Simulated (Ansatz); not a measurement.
This script for Ansatz's Python interface starts 2 runs on TiC, space group Fm-3m. What input does the engine get in each?

`paw_lapw_tic.py`
```python
# -*- coding: utf-8 -*-
"""Checking the PAW result for TiC with LAPW."""

from dataclasses import dataclass

import ansatz
import numpy as np


@dataclass(frozen=True)
class Options:
    k_density: float = 4.5
    functional: str = "lda"
    filling: str = "methfessel_paxton"
    width_ev: float = 0.15


cfg = Options()


def count_gap(report):
    # lowest empty less highest filled band, counting bands; zero where they overlap
    return max(report.get("gap_by_band_count_ev") or 0.0, 0.0)


def main():
    structure = (
        ansatz.Lattice.from_parameters(3.053711, 3.053711, 3.053711, alpha=60.0, beta=60.0, gamma=60.0)
        .atom("Ti", (0.0, 0.0, 0.0))
        .atom("C", (0.5, 0.5, 0.5))
    )

    base = (
        structure.calculation()
        .kpoints(density=cfg.k_density)
        .functional(cfg.functional)
        .occupations(cfg.filling, width=cfg.width_ev)
        .stress()
        .forces()
        .band_table()
    )
    variants = {
        "PAW": base.pseudopotentials("paw"),
        "LAPW": base.pseudopotentials("all_electron", lapw=True),
    }
    # totals differ by the cores that each treatment holds, so compare what does not depend on them
    rows = []
    for label, variant in variants.items():
        summary = variant.run(threads=1, backend="cpu").report
        levels = np.array(summary["eigenvalues_ev"][0]) - summary["fermi_energy_ev"]
        print(label, "levels at the first k-point near E_F:", np.round(levels[np.abs(levels) < 5], 3))
        rows.append((label, summary["n_electrons"], np.trace(summary["stress_gpa"]) / 3, count_gap(summary)))
    lines = [",".join(["treatment", "electrons in bands", "P GPa", "gap by band count eV"])] + [",".join(f"{v:.4f}" if isinstance(v, float) else str(v) for v in row) for row in rows]
    print("\n".join(lines))
    with open("paw_lapw.csv", "w") as handle:
        handle.write("\n".join(lines) + "\n")


if __name__ == "__main__":
    main()
```

Run 1:
```yaml
crystal:
  lattice:
    a: 3.053711
    b: 3.053711
    c: 3.053711
    alpha: 60.0
    beta: 60.0
    gamma: 60.0
  atoms:
    - { symbol: Ti, position: [0.0, 0.0, 0.0] }
    - { symbol: C, position: [0.5, 0.5, 0.5] }
kpoints:
  mp_grid:
    kspacing: 0.2222222222222222
hamiltonian:
  xc: lda
  pseudopotentials:
    kind: paw
scf:
  occupations:
    method: methfessel_paxton
    width: 0.15
output:
  forces: true
  stress: true
  eigenvalues: true
```

Run 2, against run 1:
```diff
-    kind: paw
+    kind: all_electron
+    lapw: {}
```

```console
$ python paw_lapw_tic.py
DeckWarning: basis.ecutwfc = 420 eV, auto-derived from the records' recommended cutoffs: set by Ti (normal level)
PAW levels at the first k-point near E_F: [0.603 0.603 0.603 1.661 1.661 1.661 1.705]
LAPW levels at the first k-point near E_F: [0.603 0.603 0.603 1.661 1.661 1.661 1.705]
treatment,electrons in bands,P GPa,gap by band count eV
PAW,16.0000,-10.5188,0.0000
LAPW,24.0000,-10.4301,0.0000
```
(Warnings from the package without file and line.)

PAW gives -10.519 GPa and LAPW -10.430 GPa, 0.09 GPa apart. They took 1.1 and 11.4 s of processor time.

Total energies depend on the potentials; only differences at equal settings carry meaning. A total without «per atom» is that of the whole cell that was run. The computed bands are complete only to about 1.7 eV above the Fermi level. The mesh is modest for a metal, so energies can be off by several to tens of meV an atom and pressures by half a GPa or more; differences at equal mesh fare better. A gap by band count of zero or less means overlapping bands, a metal. Of the deposited cell: the entry's cell lengths or inner coordinates differ somewhat from later room-temperature determinations. At these settings the cell as given stands under about -10 GPa, so it isn't at this functional's equilibrium volume. The structure is a deposited one; some such entries were measured under pressure or heat, so a shift against it needn't be the functional's error alone. Gaps and levels are Kohn-Sham values on a finite set of k-points. Pressure is positive in compression; the treatments may keep other shells as core, so totals and counts of electrons can differ. Finished in 13 s on 1 thread of Arm Neoverse V2, on a shared host, peak memory 0.5 GiB.
